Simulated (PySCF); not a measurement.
# C12H24Si (Si(vinyl)2(tBu)2): the cost of one run

Computed with PySCF 2.14.0, with density-fitted response routines of our own, on a single molecule in the gas phase. Atoms are numbered from 0 throughout.

## 1. Starting geometry

37 atoms, charge 0, multiplicity 1; geometry from: GFN2-xTB. The atoms were then displaced at random by about 0.03 Å, so the start is not that level's minimum.

Bonds of the start (Å): Si0–C1 1.88, Si0–C6 1.87, Si0–C11 2.02, Si0–C24 1.91, C1–C2 1.28, C1–H3 1.00, C2–H4 1.13, C2–H5 1.10, C6–C7 1.34, C6–H8 1.02, C7–H9 1.11, C7–H10 1.00, C11–C12 1.49, C11–C13 1.59, C11–C14 1.54, C12–H15 1.06, C12–H16 1.10, C12–H17 1.14, C13–H18 1.07, C13–H19 1.09, C13–H20 1.10, C14–H21 1.11, C14–H22 1.14, C14–H23 1.13, C24–C25 1.56, C24–C26 1.60, C24–C27 1.48, C25–H28 1.14, C25–H29 1.09, C25–H30 1.09 and more.

## 2. Relaxing the molecule at PBE0-D3(BJ)/def2-SVP

Job settings and geometry (Å):

```
{"job": {"xc": "PBE0", "basis": "def2-SVP", "d3": "d3bj", "grid": 1, "maxiter": 40, "shake": 0.03, "kind": "geom"}, "charge": 0, "multiplicity": 1}
Si     0.374730    -0.077150     0.223300
C      0.315120    -0.052330     2.099120
C      1.230790    -0.583690     2.815990
H     -0.418750     0.397850     2.611910
H      2.156700    -1.040360     2.361730
H      1.244390    -0.582370     3.914340
C      2.100740     0.029820    -0.495320
C      3.161940     0.607640     0.084110
H      2.222780    -0.394840    -1.413500
H      3.023570     1.045660     1.099530
H      4.073120     0.599370    -0.319530
C     -0.503970     1.660370    -0.319840
C      0.002620     2.823030     0.458290
C     -2.083140     1.657900    -0.096710
C     -0.252320     1.913950    -1.814380
H     -0.332440     3.793340     0.203160
H     -0.107620     2.690170     1.540410
H      1.137200     2.849170     0.365100
H     -2.281830     1.399410     0.924820
H     -2.591280     0.933390    -0.739780
H     -2.505010     2.627730    -0.385970
H     -0.637110     1.116090    -2.484080
H      0.853710     2.029160    -2.060850
H     -0.690300     2.912500    -2.121460
C     -0.464110    -1.695900    -0.338590
C     -0.900470    -1.616280    -1.835450
C     -1.786720    -1.995200     0.514940
C      0.504500    -2.771400    -0.053090
H     -1.238860    -2.654800    -2.157640
H     -1.663080    -0.880390    -2.093610
H     -0.015650    -1.444890    -2.439690
H     -2.509660    -1.211720     0.258900
H     -1.543510    -1.952940     1.548720
H     -2.200500    -2.910110     0.178970
H      0.748530    -2.802060     0.940770
H      1.393700    -2.666160    -0.654190
H      0.047840    -3.677560    -0.309910
```

Launch:

```sh
$ OMP_NUM_THREADS=2 python probes_run.py task.json out
```

One launch serves the whole session: the jobs run in the order shown.

Q: Estimate the wall time and peak memory of this first job on 2 threads of Intel Xeon Platinum 8488C, shared host.

About 7.7 min, with a peak of 2.8 GiB.
